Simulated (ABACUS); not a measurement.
The system is NaTb2Sc2FeO9.

```
CELL_PARAMETERS angstrom
5.42601 0.00044 -0.00037
2.63439 4.75129 -0.00020
0.00358 0.01148 7.03800
ATOMIC_POSITIONS crystal
Tb 0.71442 0.67452 0.33371
Tb 0.34092 0.39840 0.62116
Fe 0.01123 0.01834 0.50155
Sc 0.67388 0.64947 0.85487
Sc 0.32576 0.34142 0.14575
Na 0.01358 0.98502 0.00321
O 0.88505 0.77301 0.62903
O 0.14182 0.23756 0.39590
O 0.12080 0.73894 0.30933
O 0.38073 0.79651 0.59719
O 0.65394 0.24328 0.37272
O 0.53381 0.94447 0.06074
O 0.93976 0.42977 0.06078
O 0.38988 0.51683 0.91722
O 0.87441 0.25246 0.69685
```

The cell was built by a generator and needn't be a form met in nature.

Base run:

```yaml
Program: ABACUS 3.10.1
Functional: AM05
Potentials_or_basis: PseudoDojo NC SR 0.4.1 PBE standard, lanthanides 3+ (f in core)
Cutoff: 1361 eV
Density_cutoff: 5442 eV
Basis: DZP LCAO (the cutoffs set its grid)
k_mesh: 6 × 6 × 4
Occupations: fermi-dirac, width 0.05 eV
Spin: collinear spin, ferromagnetic start
Starting_moments: "[0.0, 0.0, 3.0, 0.0, 0.0, 0.0, 0.0, 0.0, 0.0, 0.0, 0.0, 0.0, 0.0, 0.0, 0.0] μB"
```

Its results: band gap on the k mesh 0.76 eV, indirect (least direct gap 0.79 eV); net moment 3.00 μB per cell; site moments Tb +0.01, +0.02; Fe +2.42; Sc +0.01, +0.00; Na +0.00; O +0.03, +0.09, +0.07, +0.01, +0.02, +0.23 μB; largest force 0.169 eV/Å.

Problem. The run is repeated on the same cell with these changes: functional from AM05 to LDA. What comes out?

Solution. Band gap on the k mesh 0.69 eV, indirect (least direct gap 0.73 eV); net moment 3.00 μB per cell; site moments Tb +0.02; Fe +2.33; Sc +0.01, +0.00; Na +0.00; O +0.04, +0.11, +0.09, +0.01, +0.03, +0.02, +0.24 μB; largest force 0.246 eV/Å.

Caveats: the atomic orbitals were generated for these runs and aren't a published set; the magnetic or orbital state may not be the lowest; the potentials were made for another functional, which shifts forces and pressure; spin-orbit coupling is left out, which moves the levels of the heavy elements; the 4f electrons are frozen in the core as for a trivalent ion, so they carry no moment and show no levels; the basis of atomic orbitals isn't converged, which shifts pressures, moduli and gaps.

A k mesh can miss the band edges.

Not every run made on this cell is shown here.
